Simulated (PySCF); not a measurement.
**RuOCl2: triplet, from a PBE0 minimum start**

The task is one start of a wider search on RuOCl2: the triplet, from a PBE0 minimum start. It is relaxed, tested by its Hessian and followed downhill if it is a saddle.

Program: PySCF 2.14.0. Level of theory: PBE0, basis Ru def2-SVP with ECP28, O def2-SVP, Cl def2-SVP, scalar-relativistic core potentials, no spin–orbit coupling, density fitting. These are calculated values, not measurements.

**1. The starting structure**

4 atoms, charge 0, spin multiplicity 3.

Bond lengths: Ru1–O2 1.641 Å, Ru1–Cl3 2.234 Å, Ru1–Cl4 2.234 Å. Angles: O2–Ru1–Cl3 120.4°, O2–Ru1–Cl4 120.4°, Cl3–Ru1–Cl4 119.1°.

```xyz
4
charge 0 multiplicity 3
Ru    0.2817    0.0000    0.0000
O     1.9229    0.0000    0.0000
Cl   -0.8503    1.9263    0.0000
Cl   -0.8503   -1.9263    0.0000
```

**2. The SCF at the typed geometry**

One driver script runs all steps and calls PySCF; scf.py shows how it sets up the SCF of each step. The optimiser is the driver's own. After this first run the driver tries any further starts and a stability analysis.

Input file scf.py:

```python
from pyscf import gto, scf, dft
mol = gto.M(atom='''
Ru     0.281710    -0.000000     0.000000
O      1.922950    -0.000000     0.000000
Cl    -0.850260     1.926320     0.000000
Cl    -0.850260    -1.926320     0.000000''',
    basis={'Ru': 'def2-SVP', 'O': 'def2-SVP', 'Cl': 'def2-SVP'},
    ecp={'Ru': 'def2-SVP'},
    charge=0, spin=2)
mf = dft.UKS(mol, xc='PBE0')
mf.grids.atom_grid = (50, 194)
aux = {'Ru': 'def2-universal-JKFIT', 'O': 'def2-universal-JKFIT', 'Cl': 'def2-universal-JKFIT'}
mf = mf.density_fit(auxbasis=aux)
mf.conv_tol = 1e-08
mf.diis_space = 10
mf.max_cycle = 60
mf.init_guess = 'minao'
mf.verbose = 4
mf.kernel()
```

On the command line:

```
$ OMP_NUM_THREADS=2 python axn.py task.json out
```

The log of the run:

```text
init E= -1080.56705425839
[... the frontier-level lines of each cycle are left out ...]
cycle= 1 E= -1089.4537788715  delta_E= -8.89  |g|= 0.778  |ddm|= 2.36
cycle= 2 E= -1087.94868055365  delta_E= 1.51  |g|= 1.82  |ddm|= 2.77
cycle= 3 E= -1089.77685207217  delta_E= -1.83  |g|= 0.205  |ddm|=  2.2
cycle= 4 E= -1089.73784584399  delta_E= 0.039  |g|= 0.405  |ddm|= 0.38
cycle= 5 E= -1089.79925900581  delta_E= -0.0614  |g|= 0.0527  |ddm|= 0.258
cycle= 6 E= -1089.80048034947  delta_E= -0.00122  |g|= 0.0208  |ddm|= 0.0506
cycle= 7 E= -1089.80085335082  delta_E= -0.000373  |g|= 0.0038  |ddm|= 0.04
cycle= 8 E= -1089.80087795732  delta_E= -2.46e-05  |g|= 0.00173  |ddm|= 0.0107
cycle= 9 E= -1089.80088263842  delta_E= -4.68e-06  |g|= 0.0005  |ddm|= 0.00514
cycle= 10 E= -1089.80088328098  delta_E= -6.43e-07  |g|= 0.000238  |ddm|= 0.002
cycle= 11 E= -1089.80088342834  delta_E= -1.47e-07  |g|= 0.00011  |ddm|= 0.000879
cycle= 12 E= -1089.80088348279  delta_E= -5.44e-08  |g|= 4.65e-05  |ddm|= 0.000672
cycle= 13 E= -1089.80088349204  delta_E= -9.25e-09  |g|= 1.45e-05  |ddm|= 0.000329
Extra cycle  E= -1089.8008834918  delta_E= 2.41e-10  |g|= 3.94e-05  |ddm|= 4.52e-05
converged SCF energy = -1089.8008834918  <S^2> = 2.0121943  2S+1 = 3.0081186
```

This step, with its further starts and checks, ran for 24 s (2 threads of Arm Neoverse V2, shared host).

Energies from each starting density:

| start | energy (Eh) |
| --- | --- |
| the minimal-basis guess | -1089.800883 |
| a thermally smeared density | -1089.800883 |
| a smeared PBE density | -1089.800883 |

This is not the lowest solution: one lies 1.5 kJ/mol lower, at -1089.80145 Eh, and the relaxation starts from that.

**3. PBE0 minimum start, triplet: relaxation**

The program finds C2v symmetry in the start, which this walk keeps.

scf.py, as its differences from that of step 2:

```diff
@@ -3,4 +3,4 @@
-Ru     0.281710    -0.000000     0.000000
-O      1.922950    -0.000000     0.000000
-Cl    -0.850260     1.926320     0.000000
-Cl    -0.850260    -1.926320     0.000000''',
+Ru     0.281712     0.000000     0.000000
+O      1.922952     0.000000     0.000000
+Cl    -0.850258     1.926320     0.000000
+Cl    -0.850258    -1.926320     0.000000''',
@@ -17 +16,0 @@
-mf.init_guess = 'minao'
```

The optimiser's trace:

| step | energy (Eh) | change (kJ/mol) | largest symmetric gradient (Eh/bohr) |
| --- | --- | --- | --- |
| 0 | -1089.801453 | 0.00 | 0.00115 |
| 1 | -1089.801466 | -0.03 | 0.00088 |
| 2 | -1089.801470 | -0.05 | 0.00024 |
| 3 | -1089.801471 | -0.05 | 0.00005 |

The walk took 11 s.

Geometry (Å) and forces (eV/Å) at some steps:

```
step 0
Ru   0.282   0.000   0.000  -0.032   0.000   0.000
O    1.923   0.000   0.000  -0.037   0.000   0.000
Cl  -0.850   1.926   0.000   0.035  -0.059  -0.001
Cl  -0.850  -1.926   0.000   0.035   0.059   0.001
step 1
Ru   0.281   0.000   0.000  -0.045   0.000   0.000
O    1.921   0.000   0.000   0.013   0.000   0.000
Cl  -0.849   1.924   0.000   0.016  -0.025  -0.001
Cl  -0.849  -1.924   0.000   0.016   0.025   0.001
step 2
Ru   0.280   0.000   0.000   0.009   0.000   0.000
O    1.921   0.000   0.000  -0.013   0.000   0.000
Cl  -0.848   1.922   0.000   0.002   0.000  -0.001
Cl  -0.848  -1.922   0.000   0.002   0.000   0.001
step 3
Ru   0.280   0.000   0.000  -0.002   0.000   0.000
O    1.920   0.000   0.000   0.002   0.000   0.000
Cl  -0.848   1.922   0.000   0.000   0.002   0.000
Cl  -0.848  -1.922   0.000   0.000  -0.002   0.000
```

After 3 steps and 0.0 kJ/mol it ends at C2v: Ru–Cl 2.228 Å (×2), Ru–O 1.641 Å; Cl–Ru–Cl 119.2°, Cl–Ru–O 120.4° (×2).

**4. Is it a minimum? Harmonic modes**

The point is checked on the finer grid, and tightened if its gradient asks for it. The Hessian and the dipole derivatives come from central differences of analytic gradients, with steps of 0.02 bohr.

scf.py, as its differences from that of step 3:

```diff
@@ -3,4 +3,4 @@
-Ru     0.281712     0.000000     0.000000
-O      1.922952     0.000000     0.000000
-Cl    -0.850258     1.926320     0.000000
-Cl    -0.850258    -1.926320     0.000000''',
+Ru     0.279867     0.000000     0.000000
+O      1.920485     0.000000     0.000000
+Cl    -0.847180     1.921521     0.000000
+Cl    -0.847180    -1.921521     0.000000''',
@@ -11 +11 @@
-mf.grids.atom_grid = (50, 194)
+mf.grids.atom_grid = (75, 302)
@@ -14 +14 @@
-mf.conv_tol = 1e-08
+mf.conv_tol = 1e-10
```

This SCF starts from the last density.

SCF at the final geometry:

```text
init E= -1089.80153322342
[... the frontier-level lines of each cycle are left out ...]
cycle= 1 E= -1089.80153322342  delta_E= 2.73e-12  |g|= 1.73e-06  |ddm|= 1.36e-06
Extra cycle  E= -1089.80153322341  delta_E= 1.46e-11  |g|= 6.72e-06  |ddm|= 5.04e-06
converged SCF energy = -1089.80153322341  <S^2> = 2.0096545  2S+1 = 3.0064295
```

The whole step took 86 s.

Geometry: C2v; Ru–Cl 2.228 Å (×2), Ru–O 1.641 Å; Cl–Ru–Cl 119.2°, Cl–Ru–O 120.4° (×2).

Modes, for the most abundant isotopes:

| ω (cm⁻¹) | IR (km/mol) | type |
| --- | --- | --- |
| 96 | 3.3 | bend |
| 125 | 9.5 | bend |
| 197 | 1.0 | bend |
| 309 | 60.6 | stretch |
| 438 | 72.8 | stretch |
| 1046 | 96.4 | stretch |

Every mode is real; the point is a minimum.

Here the density breaks the symmetry of the frame, and no labels are given.

Constants and moments:

```yaml
Dipole_moment: 0.04 D
Highest_occupied_level: -7.92 eV
Lowest_empty_level: -4.65 eV
Rotational_constants: 0.1439, 0.06528, 0.04491 cm⁻¹
Zero-point_energy: 13.2 kJ/mol
Principal_polarisabilities: 31.6, 65.5, 72.2 bohr³
Atomisation_energy_without_zero-point_energy: 1126 kJ/mol
Principal_traceless_quadrupole_moments_about_the_centre_of_mass: -2.04, -1.82, 3.86 D Å
Entropy_at_298.15_K_and_1_bar_electronic_part_spin_only: 339.6 J/(mol K)
Heat_capacity_Cp_at_298.15_K: 71.3 J/(mol K)
Enthalpy_at_298.15_K_above_0_K: 17.04 kJ/mol
Rotational_symmetry_number: 2
Spin_squared_⟨S²⟩: 2.010
```

Populations by atom (charges in e):

| atom | Mulliken | Löwdin | polar tensor | spin (Mulliken) | Mayer order to Ru1 |
| --- | --- | --- | --- | --- | --- |
| Ru1 | 0.65 | -0.29 | 1.55 | 1.63 | – |
| O2 | -0.31 | -0.02 | -0.48 | 0.32 | 1.97 |
| Cl3,4 | -0.17 | 0.15 | -0.53 | 0.03 | 1.16 |

Outer orbital energies (eV). α occupied: -11.43, -10.73, -10.30, -10.21, -9.63, -9.22, -8.34, -8.08; empty: -4.06, -3.78, 0.14, 0.30. β occupied: -12.00, -11.81, -10.69, -10.66, -10.11, -9.84, -9.62, -7.92; empty: -4.65, -3.68, -3.44, -3.20.

Mulliken populations on Ru1 (outside its core potential): s 2.40, p 6.49, d 6.44, f 0.03.

**5. Outcome**

| quantity | value |
| --- | --- |
| minimum | triplet, C2v |
| geometry | Ru–Cl 2.228 Å (×2), Ru–O 1.641 Å; Cl–Ru–Cl 119.2°, Cl–Ru–O 120.4° (×2) |
| wavenumbers (cm⁻¹) | 96, 125, 197, 309, 438, 1046 |
| dipole moment | 0.04 D |
| highest occupied, lowest empty level (either spin) | -7.92, -4.65 eV |
| polar-tensor charge of Ru1 | +1.55 e |
| zero-point energy | 13.2 kJ/mol |
| entropy at 298.15 K | 339.6 J/(mol K) |
| atomisation energy (no zero-point energy) | 1126 kJ/mol |
| ⟨S²⟩ | 2.010 |

**Reading.** The molecule stays C2v, as typed, and the end point is a minimum. The strongest infrared band lies at 1046 cm⁻¹ (stretch). Most of the spin sits on Ru1 (Mulliken spin 1.63, against 2 for the whole molecule). The first SCF alone would have been 1 kJ/mol too high. Other starts or spin states, not run here, may lie lower. The SCF density has lower symmetry than the nuclear frame. Open d and f shells are described by one determinant, and the ground state may have another occupation or spin.

The search up to here took 2 min.
